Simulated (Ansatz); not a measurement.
# CAlCl2N: one species, many methods

The task here is to estimate one member of a computed series from the others.

Program: Ansatz 0.2.0, Gaussian basis. Level of theory: functionals in def2-TZVPP, the program's frozen cores in correlated methods. These are calculated values, not measurements.

Levels to be run: LDA (SPW92), PBE-D4, revPBE-D4, BLYP-D4, r2SCAN-D4, B97M-V, PBE0-D4, B3LYP-D4, r2SCANh-D4, r2SCAN0-D4, HSE06-D4, BHLYP-D4, CAM-B3LYP-D4, LC-ωPBE, ωB97X-V, ωB97M-V, B2PLYP, PBE-QIDH; CCSD(T)/def2-SVP; CCSD(T)/def2-TZVPP; MP2/def2-QZVPP; extrapolation to the limit; RPA on PBE.

## The geometry

All runs share one geometry, relaxed beforehand with PBE0-D4 in a triple-zeta def2 set.

SMILES `N#[C][Al]([Cl])[Cl]`, 5 atoms, charge 0, spin multiplicity 1.

Atoms are counted from 1 here; the program's logs count them from 0.

Bond lengths: N1–C2 1.153 Å, C2–Al3 1.912 Å, Al3–Cl4 2.062 Å, Al3–Cl5 2.062 Å. Angles: N1–C2–Al3 179.9°, C2–Al3–Cl4 118.7°, C2–Al3–Cl5 118.7°, Cl4–Al3–Cl5 122.6°.

Coordinates:

```xyz
5
CAlCl2N
N     1.44350   -1.46155    1.38124
C     0.77219   -0.78572    0.73167
Al   -0.33836    0.33670   -0.34589
Cl   -2.02355   -0.47570   -1.21316
Cl    0.19622    2.31256   -0.59535
```

The first run:

in.yaml

```yaml
crystal:
  periodic: [false, false, false]
  atoms:
    - {symbol: N, position_ang: [1.443503, -1.461545, 1.381239]}
    - {symbol: C, position_ang: [0.772189, -0.785722, 0.731665]}
    - {symbol: Al, position_ang: [-0.338360, 0.336705, -0.345887]}
    - {symbol: Cl, position_ang: [-2.023553, -0.475703, -1.213164]}
    - {symbol: Cl, position_ang: [0.196221, 2.312564, -0.595353]}
basis:
  gaussian: {orbitals: def2-TZVPP}
hamiltonian: {xc: lda}
output: {orbitals: {seedname: orbitals}}
```

Among the steps run: LDA; PBE-D4 (GGA); revPBE-D4 (GGA); BLYP-D4 (GGA); r2SCAN-D4 (meta-GGA); B97M-V (meta-GGA); PBE0-D4 (hybrid); B3LYP-D4 (hybrid); r2SCANh-D4 (hybrid); r2SCAN0-D4 (hybrid); HSE06-D4 (hybrid); BHLYP-D4 (hybrid); CAM-B3LYP-D4 (range-separated); LC-ωPBE-D4 (range-separated; the results give it without D4); ωB97X-V (range-separated); ωB97M-V (range-separated); B2PLYP (double hybrid); PBE-QIDH (double hybrid).

One of the session's tables, all rows but one given; the rest of the session is left out.

It belongs to the step «Orbital energies across the functionals». 

```
  functional  HOMO (eV)  LUMO (eV)  gap (eV)
 LDA (SPW92)      -8.64      -3.41      5.24
      PBE-D4      -8.47      -3.11      5.36
   revPBE-D4      -8.41      -2.98      5.43
     BLYP-D4      -8.29      -2.98      5.31
   r2SCAN-D4      -8.84      -2.89      5.95
      B97M-V          ?          ?         ?
     PBE0-D4      -9.89      -2.31      7.58
    B3LYP-D4      -9.59      -2.51      7.08
  r2SCANh-D4      -9.36      -2.60      6.76
  r2SCAN0-D4     -10.13      -2.18      7.96
    HSE06-D4      -9.49      -2.68      6.81
    BHLYP-D4     -11.14      -1.46      9.68
CAM-B3LYP-D4     -11.27      -1.31      9.95
     LC-ωPBE     -12.75      -0.18     12.56
     ωB97X-V     -12.32      -0.28     12.04
     ωB97M-V     -12.16      -0.47     11.68
```

Estimate the missing values for B97M-V.

As computed: HOMO (eV): -8.86; LUMO (eV): -2.91; gap (eV): 5.96. In the column «HOMO (eV)» it lies between r2SCANh-D4 (-9.36) and r2SCAN-D4 (-8.84).
